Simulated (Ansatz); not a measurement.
# C4H11AlO: up Jacob's ladder to CCSD(T)

The task here is to estimate one member of a computed series from the others.

Method: functionals in def2-TZVPP, the program's frozen cores in correlated methods; program: Ansatz 0.2.0, Gaussian basis.

Levels to be run: LDA (SPW92), PBE-D4, revPBE-D4, BLYP-D4, r2SCAN-D4, B97M-V, PBE0-D4, B3LYP-D4, r2SCANh-D4, r2SCAN0-D4, HSE06-D4, BHLYP-D4, CAM-B3LYP-D4, LC-ωPBE, ωB97X-V, ωB97M-V, B2PLYP, PBE-QIDH; CCSD(T)/def2-SVP; MP2/def2-TZVPP; RPA on PBE.

1 further run of the same task is left out (it didn't finish). Runs told in other sessions of the task aren't counted.

### The geometry

The geometry comes from an earlier relaxation with PBE0-D4 in a triple-zeta def2 set; it is a stationary point, not always the lowest conformer.

SMILES `[AlH3-][O+]1CCCC1`, 17 atoms, charge 0, spin multiplicity 1.

Atoms are counted from 1 here; the program's logs count them from 0.

Bond lengths: Al1–O2 1.965 Å, Al1–H7 1.608 Å, Al1–H8 1.600 Å, Al1–H9 1.600 Å, O2–C3 1.439 Å, O2–C6 1.439 Å, C3–C4 1.521 Å, C3–H10 1.088 Å, C3–H11 1.095 Å, C4–C5 1.543 Å, C4–H12 1.090 Å, C4–H13 1.090 Å, C5–C6 1.521 Å, C5–H14 1.090 Å, C5–H15 1.090 Å, C6–H16 1.088 Å, C6–H17 1.095 Å. Angles: O2–Al1–H7 98.6°, O2–Al1–H8 99.3°, O2–Al1–H9 99.3°, H7–Al1–H8 116.8°, H7–Al1–H9 116.7°, H8–Al1–H9 119.2°, Al1–O2–C3 118.9°, Al1–O2–C6 118.9°, C3–O2–C6 106.2°, O2–C3–C4 104.2°, O2–C3–H10 107.1°, O2–C3–H11 108.3°, C4–C3–H10 115.2°, C4–C3–H11 112.3°, H10–C3–H11 109.3°, C3–C4–C5 104.4°, C3–C4–H12 111.0°, C3–C4–H13 110.6° and more.

Set-up of the first run:

in.yaml reads:

```yaml
crystal:
  periodic: [false, false, false]
  atoms:
    - {symbol: Al, position_ang: [-0.327645, 0.401945, 2.489224]}
    - {symbol: O, position_ang: [-0.357921, 0.145184, 0.541098]}
    - {symbol: C, position_ang: [-0.094187, -1.164637, 0.007773]}
    - {symbol: C, position_ang: [-0.136740, -0.969364, -1.499551]}
    - {symbol: C, position_ang: [0.181633, 0.526266, -1.702204]}
    - {symbol: C, position_ang: [0.361062, 1.071176, -0.293022]}
    - {symbol: H, position_ang: [1.234229, 0.119480, 2.745895]}
    - {symbol: H, position_ang: [-0.804704, 1.927590, 2.556801]}
    - {symbol: H, position_ang: [-1.346727, -0.754448, 2.918177]}
    - {symbol: H, position_ang: [-0.854376, -1.831852, 0.409351]}
    - {symbol: H, position_ang: [0.892377, -1.486312, 0.358086]}
    - {symbol: H, position_ang: [0.581240, -1.620695, -1.997868]}
    - {symbol: H, position_ang: [-1.126587, -1.206446, -1.889621]}
    - {symbol: H, position_ang: [-0.642963, 1.028618, -2.207890]}
    - {symbol: H, position_ang: [1.081030, 0.684114, -2.297409]}
    - {symbol: H, position_ang: [-0.068676, 2.055932, -0.120132]}
    - {symbol: H, position_ang: [1.410052, 1.073350, 0.021490]}
basis:
  gaussian: {orbitals: def2-TZVPP}
hamiltonian: {xc: lda}
output: {orbitals: {seedname: orbitals}}
```

The run is started by

```bash
> ansatz run in.yaml --threads 4 --pin off --events-out ev --progress --plain --max-ram 11315MiB
```

Among the steps run: LDA; PBE-D4 (GGA); revPBE-D4 (GGA); BLYP-D4 (GGA); r2SCAN-D4 (meta-GGA); B97M-V (meta-GGA); PBE0-D4 (hybrid); B3LYP-D4 (hybrid); r2SCANh-D4 (hybrid); r2SCAN0-D4 (hybrid); HSE06-D4 (hybrid); BHLYP-D4 (hybrid); CAM-B3LYP-D4 (range-separated); LC-ωPBE (range-separated); ωB97X-V (range-separated); ωB97M-V (range-separated); B2PLYP (double hybrid); PBE-QIDH (double hybrid).

One of the session's tables, all rows but one given; the rest of the session is left out.

It belongs to the step «Frontier levels by functional». 

| functional | HOMO (eV) | gap (eV) |
| --- | --- | --- |
| LDA (SPW92) | -6.08 | 5.23 |
| PBE-D4 | -6.02 | 5.42 |
| revPBE-D4 | -5.99 | 5.50 |
| BLYP-D4 | -5.93 | 5.41 |
| r2SCAN-D4 | -6.33 | 6.21 |
| B97M-V | ? | ? |
| PBE0-D4 | -7.28 | 7.50 |
| B3LYP-D4 | -7.09 | 7.06 |
| r2SCANh-D4 | -6.78 | 6.94 |
| r2SCAN0-D4 | -7.48 | 8.02 |
| HSE06-D4 | -6.87 | 6.73 |
| BHLYP-D4 | -8.48 | 9.42 |
| CAM-B3LYP-D4 | -8.69 | 9.77 |
| LC-ωPBE | -10.08 | 12.35 |
| ωB97X-V | -9.74 | 11.84 |
| ωB97M-V | -9.52 | 11.24 |

**Question.** Estimate the row for B97M-V.

As computed: HOMO (eV): -6.46; gap (eV): 5.98. In the column «HOMO (eV)» it lies between r2SCANh-D4 (-6.78) and r2SCAN-D4 (-6.33).
